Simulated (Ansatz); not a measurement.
# SnBi3: equation of state with PBE

Crystal: SnBi3.

```
Bi Sn
1.0
     0.00000    3.95249    3.95249
     3.95249    0.00000    3.95249
     3.95249    3.95249    0.00000
Bi Sn
3 1
Direct
  0.50000 0.50000 0.50000
  0.75000 0.75000 0.75000
  0.25000 0.25000 0.25000
  0.00000 0.00000 0.00000
```

The cell comes from a database or a generator and needn't be the stable form of this composition.

```
Program             : Ansatz 0.2.0
Task                : equation of state
Functional          : PBE
Potentials or basis : Ansatz PAW
Cutoff              : 420 eV
Density cutoff      : 1680 eV
k mesh              : 6 × 6 × 6
Occupations         : fermi-dirac, width 0.05 eV
Spin                : no spin polarisation
```

```
Equilibrium volume                      : 31.39 Å³/atom
Bulk modulus                            : 48 GPa
Pressure derivative of the bulk modulus : 3.5
```

Energy against volume, from the lowest point:
```
volume (Å³/atom)  energy (meV/atom)
          29.021              29.83
          29.638              15.76
          30.256               6.36
          30.873               1.24
          31.491               0.00
          32.108               2.35
          32.726               7.99
```

All runs of the series together: 13 s on 2 threads of Arm Neoverse V2 (shared host).
